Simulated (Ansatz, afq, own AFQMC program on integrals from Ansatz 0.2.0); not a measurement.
**ZrN (quartet): quantum Monte Carlo beside coupled cluster at distance Zr1–N2 = 1.771 Å, def2-SVP**

How near does AFQMC come to the top of the ladder for ZrN (quartet)?

The runs use Ansatz 0.2.0, Gaussian basis, and an in-house AFQMC program (afq) on its integrals; all values are calculated; def2-SVP, frozen cores.

To be run: PBE (unrestricted); r2SCAN (unrestricted); PBE0 (unrestricted); B3LYP (unrestricted); wB97M-V (unrestricted); B2PLYP (unrestricted); CCSD(T) on UHF; CCSDT(Q) on UHF; Phaseless AFQMC, CISD trial on UHF; Phaseless AFQMC, single-determinant trial on UHF.

5 further runs of the same task are left out: 1 for a known fault of the program, 4 that didn't finish.

### 1 The geometry

The geometry derives from a PBE0/def2-TZVP stationary point (not a proven minimum). One bond is set to the value named and the two fragments are kept rigid. No spin-orbit coupling is included. Elements past krypton take def2 core potentials.

2 atoms, charge 0, spin multiplicity 4.

Atoms are counted from 1 here; the program's logs count them from 0.

Bond lengths: Zr1–N2 1.771 Å.

### 2 PBE (unrestricted)

The input, in.yaml:

```yaml
crystal:
  periodic: [false, false, false]
  atoms:
    - {symbol: Zr, position_ang: [0.000000, 0.000000, 0.000000]}
    - {symbol: N, position_ang: [0.000000, 0.000000, 1.771293]}
basis:
  gaussian: {orbitals: def2-SVP}
magnetization: {spin_polarized: true, initial_magnetization: 3}
hamiltonian: {xc: {name: PBE}}
output: {orbitals: {seedname: orbitals}}
```

Run with:

```bash
ansatz run in.yaml --threads 1 --pin off --events-out ev --progress --plain --max-ram 1382MiB
```

Output:

```text
Functional definition: PBE
  name "PBE"
  cite "Perdew, Burke & Ernzerhof, Phys. Rev. Lett. 77, 3865 (1996) doi:10.1103/PhysRevLett.77.3865"
  parent pbe
  parameter kappa = 0.804
  parameter beta = 0.06672455060314922
  exchange = pbe_x(kappa = kappa, mu = beta*pi^2/3)
  correlation = pbe_c(beta = beta)
450 factors; their error is unknown
mean field evaluation 1: about -2755.0804 eV, gradient 4.1e1 eV
mean field evaluation 2: about -2641.2357 eV, gradient 1.2e2 eV
mean field evaluation 4: about -2761.3621 eV, gradient 1.8e1 eV
mean field evaluation 8: about -2763.0746 eV, gradient 1.6e-1 eV
mean field evaluation 16: about -2763.0584 eV, gradient 3.2e-5 eV
mean field evaluation 32: about -2763.0584 eV, gradient 3.4e-6 eV
mean field evaluation 64: about -2762.7466 eV, gradient 5.2e-2 eV
mean field evaluation 96: about -2762.9729 eV, gradient 4.7e-1 eV
mean field evaluation 128: about -2762.5155 eV, gradient 5.8e0 eV
mean field evaluation 160: about -2762.7459 eV, gradient 6.5e-3 eV
mean field -2763.05841818 eV, -101.5405239997 hartree, gradient 3.4e-6 eV, S^2 3.753169; 15 other end points of the search recorded, 0 dependent functions left out
reference -2763.05846345 eV, -101.5405256636 hartree; 11, 8 occupied and 34, 37 virtual orbitals, 450 factors
Total energy: -2763.05846345 eV, -101.5405256636 hartree
```

Run time: 14 s. Hardware: 1 thread of Arm Neoverse V2, shared host.

From the report: ⟨S²⟩ of the determinant 3.753 (pure quartet: 3.75).

### 3 r2SCAN (unrestricted)

in.yaml, as its differences from that of step 2:

```diff
@@ -8,3 +8,2 @@
 magnetization: {spin_polarized: true, initial_magnetization: 3}
-hamiltonian: {xc: {name: PBE}}
-output: {orbitals: {seedname: orbitals}}
+hamiltonian: {xc: {name: r2SCAN}}
```

Same command.

Output, cut to the lines that bear on the results:

```text
Functional definition: r2SCAN
  name "r2SCAN"
  cite "Furness, Kaplan, Ning, Perdew & Sun, J. Phys. Chem. Lett. 11, 8208 (2020) doi:10.1021/acs.jpclett.0c02405"
  cite "Furness, Kaplan, Ning, Perdew & Sun, J. Phys. Chem. Lett. 11, 9248 (2020) doi:10.1021/acs.jpclett.0c03077"
  parent r2scan
[...]
450 factors; their error is unknown
[...]
mean field -2764.19980804 eV, -101.5824693037 hartree, gradient 3.4e-6 eV, S^2 3.756770; 13 other end points of the search recorded, 0 dependent functions left out
reference -2764.19984494 eV, -101.5824706596 hartree; 11, 8 occupied and 34, 37 virtual orbitals, 450 factors
Total energy: -2764.19984494 eV, -101.5824706596 hartree
```

Run time: 31 s. Hardware: 1 thread of Arm Neoverse V2, shared host.

From the report: ⟨S²⟩ of the determinant 3.757 (pure quartet: 3.75).

### 4 PBE0 (unrestricted)

in.yaml, as its differences from that of step 3:

```diff
@@ -8,2 +8,3 @@
 magnetization: {spin_polarized: true, initial_magnetization: 3}
-hamiltonian: {xc: {name: r2SCAN}}
+hamiltonian: {xc: {name: PBE0}}
+output: {orbitals: {seedname: orbitals}}
```

Launched as before.

Output, cut to the lines that bear on the results:

```text
Functional definition: PBE0
  name "PBE0"
  cite "Adamo & Barone, J. Chem. Phys. 110, 6158 (1999) doi:10.1063/1.478522"
  cite "Perdew, Burke & Ernzerhof, Phys. Rev. Lett. 77, 3865 (1996) doi:10.1103/PhysRevLett.77.3865"
  parent pbe
[...]
470 factors; integrals over basis functions are off by at most 9.2e-4 eV
[...]
mean field -2762.23239921 eV, -101.5101683625 hartree, gradient 4.8e-6 eV, S^2 3.754160; 3 other end points of the search recorded, 0 dependent functions left out
reference -2762.23243397 eV, -101.5101696399 hartree; 11, 8 occupied and 34, 37 virtual orbitals, 470 factors
Total energy: -2762.23243397 eV, -101.5101696399 hartree
```

Run time: 2.9 s. Hardware: 1 thread of Arm Neoverse V2, shared host.

From the report: ⟨S²⟩ of the determinant 3.754 (pure quartet: 3.75).

### 5 B3LYP (unrestricted)

in.yaml, as its differences from that of step 4:

```diff
@@ -8,3 +8,2 @@
 magnetization: {spin_polarized: true, initial_magnetization: 3}
-hamiltonian: {xc: {name: PBE0}}
-output: {orbitals: {seedname: orbitals}}
+hamiltonian: {xc: {name: B3LYP}}
```

Same command.

Output, cut to the lines that bear on the results:

```text
Functional definition: B3LYP
  name "B3LYP"
  cite "Stephens, Devlin, Chabalowski & Frisch, J. Phys. Chem. 98, 11623 (1994) doi:10.1021/j100096a001"
  cite "Becke, Phys. Rev. A 38, 3098 (1988) doi:10.1103/PhysRevA.38.3098"
  cite "Lee, Yang & Parr, Phys. Rev. B 37, 785 (1988) doi:10.1103/PhysRevB.37.785"
  cite "Vosko, Wilk & Nusair, Can. J. Phys. 58, 1200 (1980) doi:10.1139/p80-159"
[...]
470 factors; integrals over basis functions are off by at most 9.2e-4 eV
[...]
mean field -2764.68646837 eV, -101.6003537409 hartree, gradient 9.7e-6 eV, S^2 3.752818; 3 other end points of the search recorded, 0 dependent functions left out
reference -2764.68665951 eV, -101.6003607652 hartree; 11, 8 occupied and 34, 37 virtual orbitals, 470 factors
Total energy: -2764.68665951 eV, -101.6003607652 hartree
```

Run time: 2.9 s. Hardware: 1 thread of Arm Neoverse V2, shared host.

From the report: ⟨S²⟩ of the determinant 3.753 (pure quartet: 3.75).

### 6 wB97M-V (unrestricted)

in.yaml, as its differences from that of step 5:

```diff
@@ -8,2 +8,3 @@
 magnetization: {spin_polarized: true, initial_magnetization: 3}
-hamiltonian: {xc: {name: B3LYP}}
+hamiltonian: {xc: {name: wB97M-V}}
+output: {orbitals: {seedname: orbitals}}
```

The command is unchanged.

Output, cut to the lines that bear on the results:

```text
Functional definition: wB97M-V
  name "wB97M-V"
  cite "Mardirossian & Head-Gordon, J. Chem. Phys. 144, 214110 (2016) doi:10.1063/1.4952647"
  cite "Becke, J. Chem. Phys. 107, 8554 (1997) doi:10.1063/1.475007"
  cite "Vydrov & Van Voorhis, J. Chem. Phys. 133, 244103 (2010) doi:10.1063/1.3521275"
  # Of w^i u^j: cxij and so on, Table III.
[...]
  gx(w, u) = 1 - cx + cx01*u + cx10*w
  gss(w, u) = css00 + css04*u^4 + css10*w + css20*w^2 + css43*w^4*u^3
  gos(w, u) = cos00 + cos10*w + (cos20 + cos21*u)*w^2 + (cos60 + cos61*u)*w^6
[...]
      + integral(e_c_pw_mod_opposite_spin*gos(b97_w_opposite, b97_u_opposite)) + vv10(b, c)
470 factors; integrals over basis functions are off by at most 9.2e-4 eV
118 factors; integrals over basis functions are off by at most 7.1e-5 eV
[...]
mean field -2761.21878518 eV, -101.4729187341 hartree, gradient 6.4e-6 eV, S^2 3.753762; 2 other end points of the search recorded, 0 dependent functions left out
reference -2761.21882419 eV, -101.4729201677 hartree; 11, 8 occupied and 34, 37 virtual orbitals, 470 factors
Total energy: -2761.21882419 eV, -101.4729201677 hartree
```

Run time: 13 s. Hardware: 1 thread of Arm Neoverse V2, shared host; peak memory 0.25 GiB.

From the report: ⟨S²⟩ of the determinant 3.754 (pure quartet: 3.75).

### 7 B2PLYP (unrestricted)

in.yaml, as its differences from that of step 6:

```diff
@@ -8,3 +8,3 @@
 magnetization: {spin_polarized: true, initial_magnetization: 3}
-hamiltonian: {xc: {name: wB97M-V}}
-output: {orbitals: {seedname: orbitals}}
+hamiltonian: {xc: {name: B2PLYP}}
+correlation: {electrons: outside_noble_gas}
```

Launched as before.

Output, cut to the lines that bear on the results:

```text
Functional definition: B2PLYP
  name "B2PLYP"
  cite "Grimme, J. Chem. Phys. 124, 034108 (2006) doi:10.1063/1.2148954"
  cite "Becke, Phys. Rev. A 38, 3098 (1988) doi:10.1103/PhysRevA.38.3098"
  cite "Lee, Yang & Parr, Phys. Rev. B 37, 785 (1988) doi:10.1103/PhysRevB.37.785"
[...]
470 factors; integrals over basis functions are off by at most 9.2e-4 eV
[...]
mean field -2756.44552222 eV, -101.2975045557 hartree, gradient 3.2e-6 eV, S^2 3.755659; 6 other end points of the search recorded, 0 dependent functions left out
5 core orbitals not correlated: weight in the atoms' cores, before any rotation towards them, 0.973 or more for the frozen orbitals, at most 0.020 for the correlated occupied ones
reference -2756.44564205 eV, -101.2975089595 hartree; 6, 3 occupied and 34, 37 virtual orbitals, 470 factors
second order -7.74553052 eV of doubles, -0.00000000 eV of singles
Total energy: -2758.53693529 eV, -101.3743625685 hartree
```

It took 7 s on 1 thread of Arm Neoverse V2, shared host.

From the report: ⟨S²⟩ of the determinant 3.756 (pure quartet: 3.75).

### 8 CCSD(T) on UHF

in.yaml, as its differences from that of step 7:

```diff
@@ -8,3 +8,2 @@
 magnetization: {spin_polarized: true, initial_magnetization: 3}
-hamiltonian: {xc: {name: B2PLYP}}
-correlation: {electrons: outside_noble_gas}
+correlation: {method: ccsd_t, electrons: outside_noble_gas, hamiltonian_folder: ham}
```

The command is unchanged.

Output, cut to the lines that bear on the results:

```text
Functional definition: HF
  name "HF"
  cite "Fock, Z. Phys. 61, 126 (1930) doi:10.1007/BF01340294"
  parent pbe
[...]
470 factors; integrals over basis functions are off by at most 9.2e-4 eV
[...]
mean field -2742.87438964 eV, -100.7987746322 hartree, gradient 1.3e-6 eV, S^2 3.762023; 32 other end points of the search recorded, 0 dependent functions left out
determinant -2742.87438964 eV, -100.7987746322 hartree, with singles and doubles -2748.67878315 eV, -101.0120821594 hartree
determinant -2742.58272911 eV, -100.7880563055 hartree, with singles and doubles -2748.31557365 eV, -100.9987344564 hartree
determinant -2742.57904628 eV, -100.7879209639 hartree, with singles and doubles -2748.31139251 eV, -100.9985808022 hartree
determinant -2741.61333020 eV, -100.7524315525 hartree, with singles and doubles -2747.39323955 eV, -100.9648393033 hartree
[...]
determinant -2739.77957525 eV, -100.6850423010 hartree, with singles and doubles -2745.42256823 eV, -100.8924184683 hartree
determinant -2742.87438964 eV, -100.7987746322 hartree, with singles and doubles -2748.68164474 eV, -101.0121873208 hartree
determinant -2742.58272911 eV, -100.7880563055 hartree, with singles and doubles -2748.31967562 eV, -100.9988852010 hartree
determinant -2742.57904628 eV, -100.7879209639 hartree, with singles and doubles -2748.31569128 eV, -100.9987387793 hartree
5 core orbitals not correlated: weight in the atoms' cores, before any rotation towards them, 0.964 or more for the frozen orbitals, at most 0.027 for the correlated occupied ones
reference -2742.87438964 eV, -100.7987746322 hartree; 6, 3 occupied and 34, 37 virtual orbitals, 470 factors
second order -5.66034238 eV of doubles, -0.00000000 eV of singles
cycle   1  -5.80725706 eV  change   -2.0e-6 eV  update   2.7e-6
perturbative correction -0.36127241 eV, -0.0132765161 hartree
Total energy: -2749.04291911 eV, -101.0254639090 hartree
```

It took 11 s on 1 thread of Arm Neoverse V2, shared host.

From the report: ⟨S²⟩ of the determinant 3.762 (pure quartet: 3.75); correlation -6.1685 eV; T1 0.037; largest double amplitude 0.07.

This run also writes the integrals to the folder ham.

### 9 CCSDT(Q) on UHF

in.yaml, as its differences from that of step 8:

```diff
@@ -8,2 +8,2 @@
 magnetization: {spin_polarized: true, initial_magnetization: 3}
-correlation: {method: ccsd_t, electrons: outside_noble_gas, hamiltonian_folder: ham}
+correlation: {method: ccsdt_q, electrons: outside_noble_gas}
```

The command is unchanged.

Output, cut to the lines that bear on the results:

```text
Functional definition: HF
  name "HF"
  cite "Fock, Z. Phys. 61, 126 (1930) doi:10.1007/BF01340294"
  parent pbe
[...]
811 factors; integrals over basis functions are off by at most 1.4e-7 eV
[...]
mean field -2742.87444787 eV, -100.7987767720 hartree, gradient 3.4e-6 eV, S^2 3.762024; 33 other end points of the search recorded, 0 dependent functions left out
determinant -2742.87444787 eV, -100.7987767720 hartree, with singles and doubles -2748.67883690 eV, -101.0120841348 hartree
determinant -2742.58279321 eV, -100.7880586611 hartree, with singles and doubles -2748.31563170 eV, -100.9987365899 hartree
determinant -2742.57911047 eV, -100.7879233230 hartree, with singles and doubles -2748.31144986 eV, -100.9985829101 hartree
determinant -2741.61338955 eV, -100.7524337335 hartree, with singles and doubles -2747.39329957 eV, -100.9648415093 hartree
[...]
determinant -2742.87444787 eV, -100.7987767720 hartree, with singles and doubles -2748.68169818 eV, -101.0121892847 hartree
determinant -2742.58279321 eV, -100.7880586611 hartree, with singles and doubles -2748.31973364 eV, -100.9988873333 hartree
determinant -2742.57911047 eV, -100.7879233230 hartree, with singles and doubles -2748.31574873 eV, -100.9987408904 hartree
5 core orbitals not correlated: weight in the atoms' cores, before any rotation towards them, 0.964 or more for the frozen orbitals, at most 0.027 for the correlated occupied ones
reference -2742.87444787 eV, -100.7987767720 hartree; 6, 3 occupied and 34, 37 virtual orbitals, 811 factors
second order -5.66034373 eV of doubles, -0.00000000 eV of singles
cycle   1  -5.36476052 eV  change    3.0e-1 eV  update   1.6e-1
[...]
cycle  27  -6.19121335 eV  change   -8.5e-7 eV  update   8.1e-7
perturbative correction -0.02667707 eV, -0.0009803641 hartree
Total energy: -2749.09233828 eV, -101.0272800301 hartree
```

Wall time 32 s (1 thread of Arm Neoverse V2, shared host); peak memory 0.29 GiB.

From the report: ⟨S²⟩ of the determinant 3.762 (pure quartet: 3.75); correlation -6.2179 eV; T1 0.038; largest double amplitude 0.09.

### 10 Phaseless AFQMC, CISD trial on UHF

It reads the integrals that the CCSD(T) run on this determinant wrote.

Run with:

```bash
afq ham --method phaseless --trial cisd --walkers 60 --populations 1 --least-time 40 --time-step 0.005 --steps-per-block 50 --equilibration-blocks 40 --max-blocks 300 --target-error 0.00036 --factor-cut 1e-05 --start spin_pure --seed 9701 --release-times 0.24,0.6,1.2,2,3,4.2 --release-step 0.04 --release-every 4 --taylor-order 6
```

Output:

```text
orbitals 40  electrons 6 3  factors 329 of 470
reference energy -100.79877463 Eh
CCSD correlation -0.21341284 Eh in 14 cycles, weight of the determinant in the CISD state 0.8782
energy of the start -101.011979 Eh
 block  time / (1/Eh)  mean weight  energy / Eh
     1     0.250  0.9989  -101.010989
     2     0.500  0.9996  -101.013649
     3     0.750  1.0003  -101.016440
     4     1.000  0.9981  -101.017147
     5     1.250  0.9994  -101.020544
     6     1.500  0.9989  -101.027761
     7     1.750  1.0028  -101.024460
     8     2.000  0.9993  -101.019902
     9     2.250  1.0002  -101.024507
    10     2.500  0.9988  -101.023112
    17     4.250  1.0005  -101.022414
    25     6.250  0.9996  -101.018987
    33     8.250  0.9996  -101.021859
    41    10.250  0.9989  -101.023033
    49    12.250  0.9969  -101.020041
    57    14.250  1.0003  -101.014562
    65    16.250  0.9988  -101.027488
    73    18.250  1.0022  -101.023356
    81    20.250  0.9998  -101.023720
    89    22.250  1.0004  -101.023197
    97    24.250  1.0005  -101.031248
   105    26.250  1.0002  -101.020883
   113    28.250  0.9975  -101.027643
   121    30.250  0.9972  -101.030244
   129    32.250  0.9988  -101.032379
   137    34.250  1.0011  -101.019649
   145    36.250  0.9997  -101.021826
   153    38.250  1.0005  -101.030923
   161    40.250  0.9992  -101.026912
   169    42.250  0.9992  -101.024319
   177    44.250  0.9975  -101.025082
   185    46.250  0.9999  -101.019248
   193    48.250  1.0004  -101.040323
   201    50.250  0.9997  -101.027129
   209    52.250  0.9996  -101.022375
   217    54.250  1.0012  -101.020996
   225    56.250  0.9951  -101.063113
   233    58.250  1.0010  -101.025309
   241    60.250  0.9991  -101.029303
   249    62.250  1.0014  -101.031094
   257    64.250  1.0009  -101.039469
   265    66.250  0.9999  -101.030231
   273    68.250  0.9988  -101.024698
   281    70.250  0.9988  -101.034620
   289    72.250  0.9997  -101.026799
   297    74.250  0.9976  -101.022485
   305    76.250  1.0001  -101.025930
   313    78.250  0.9996  -101.028852
   321    80.250  1.0023  -101.022721
   329    82.250  1.0014  -101.014260
   337    84.250  0.9987  -101.020941
blocks merged  error / Eh  count
     1  0.000439  300
     2  0.000509  150
     4  0.000609  75
     8  0.000718  37
    16  0.000771  18
    32  0.000869  9
released: time / (1/Eh)  energy / Eh  error  mean overlap
  0.24  -101.025972  0.000933  0.9972
  0.60  -101.026264  0.000776  0.9941
  1.20  -101.028057  0.000842  0.9823
  2.00  -101.027316  0.001197  0.9675
  3.00  -101.028803  0.001340  0.9146
  4.20  -101.026508  0.002022  0.9001
energy -101.025279 +/- 0.000771 Eh
```

Wall time 8.4 min (1 thread of Arm Neoverse V2, shared host).

Energy -2749.0379 ± 0.0210 eV. Caveats: constraint bias not in the error; error above the target.

### 11 Phaseless AFQMC, single-determinant trial on UHF

It reads the integrals that the CCSD(T) run on this determinant wrote.

Run with:

```bash
afq ham --method phaseless --trial hf --walkers 120 --populations 1 --least-time 40 --time-step 0.005 --steps-per-block 20 --equilibration-blocks 160 --max-blocks 600 --target-error 0.00108 --factor-cut 1e-05 --start spin_pure --seed 6050 --taylor-order 6
```

Output:

```text
orbitals 40  electrons 6 3  factors 329 of 470
reference energy -100.79877463 Eh
CCSD correlation -0.21341284 Eh in 14 cycles, weight of the determinant in the CISD state 0.8782
energy of the start -100.798867 Eh
 block  time / (1/Eh)  mean weight  energy / Eh
     1     0.100  1.0001  -100.846623
     2     0.200  1.0001  -100.877796
     3     0.300  0.9999  -100.901745
     4     0.400  1.0007  -100.920379
     5     0.500  1.0026  -100.935179
     6     0.600  0.9999  -100.960370
     7     0.700  1.0007  -100.957775
     8     0.800  0.9994  -100.962421
     9     0.900  0.9979  -100.962889
    10     1.000  1.0018  -100.977397
    20     2.000  0.9995  -100.998961
    39     3.900  0.9972  -101.031462
    58     5.800  1.0024  -101.030510
    77     7.700  1.0003  -101.039202
    96     9.600  1.0010  -101.006327
   115    11.500  1.0002  -101.083663
   134    13.400  0.9973  -100.995454
   153    15.300  0.9991  -101.025354
   172    17.200  1.0017  -101.013025
   191    19.100  1.0012  -101.008831
   210    21.000  0.9996  -101.022690
   229    22.900  0.9981  -101.019940
   248    24.800  0.9995  -101.052817
   267    26.700  0.9989  -101.035961
   286    28.600  1.0002  -101.016901
   305    30.500  1.0005  -101.121047
   324    32.400  0.9989  -100.979682
   343    34.300  0.9982  -100.983525
   362    36.200  0.9996  -101.048107
   381    38.100  1.0001  -101.074004
   400    40.000  0.9997  -101.005768
   419    41.900  1.0005  -101.012893
   438    43.800  1.0004  -101.084395
   457    45.700  0.9977  -101.006429
   476    47.600  1.0003  -101.037216
   495    49.500  0.9958  -101.047916
   514    51.400  1.0003  -101.000887
   533    53.300  0.9988  -101.073046
   552    55.200  1.0005  -100.990146
   571    57.100  0.9940  -101.059364
   590    59.000  1.0010  -101.038313
   609    60.900  0.9984  -101.020469
   628    62.800  0.9978  -101.034262
   647    64.700  1.0011  -100.997505
   666    66.600  1.0030  -101.079931
   685    68.500  1.0011  -100.989187
   704    70.400  1.0031  -101.024659
   723    72.300  1.0015  -100.997812
   742    74.200  0.9999  -100.999299
blocks merged  error / Eh  count
     1  0.001206  600
     2  0.001593  300
     4  0.002080  150
     8  0.002664  75
    16  0.003221  37
    32  0.002693  18
    64  0.003500  9
energy -101.023191 +/- 0.003221 Eh
```

Run time: 5 min. Hardware: 1 thread of Arm Neoverse V2, shared host.

Energy -2748.9811 ± 0.0877 eV. Caveats: constraint bias not in the error; error above the target.

### 12 All levels side by side

On the UHF determinant, counted from CCSDT(Q) (a yardstick, not exact):

| level | energy (eV) | from CCSDT(Q) (kcal/mol) | statistical error (kcal/mol) | time |
| --- | --- | --- | --- | --- |
| HF | -2742.8744 | +143.39 |  |  |
| MP2 | -2748.5347 | +12.86 |  |  |
| CCSD | -2748.6816 | +9.47 |  |  |
| CCSD(T) | -2749.0429 | +1.14 |  |  |
| CCSDT(Q) | -2749.0923 | 0.00 |  |  |
| Phaseless AFQMC, CISD trial, step 0.005, 60 walkers | -2749.0379 | +1.26 | 0.48 | 8.4 min |
| Phaseless AFQMC, single-determinant trial, step 0.005, 120 walkers | -2748.9811 | +2.57 | 2.02 | 5 min |

The functionals' totals stand on their own zeros and serve differences with other points: PBE -2763.058 eV; r2SCAN -2764.200 eV; PBE0 -2762.232 eV; B3LYP -2764.687 eV; wB97M-V -2761.219 eV; B2PLYP -2758.537 eV.

### 13 What came out

| quantity | value |
| --- | --- |
| CCSD(T) on UHF from CCSDT(Q) | +1.14 kcal/mol |
| Phaseless AFQMC, CISD trial on UHF from CCSDT(Q) | +1.26 ± 0.48 kcal/mol |
| Phaseless AFQMC, single-determinant trial on UHF from CCSDT(Q) | +2.57 ± 2.02 kcal/mol |

On UHF the phaseless walk with the CISD trial lies +1.26 kcal/mol from CCSDT(Q), within three error bars. Error bars are statistical and leave out the constraint, the time step and what remains of the start. Zr carries a core potential, and spin-orbit coupling is left out.
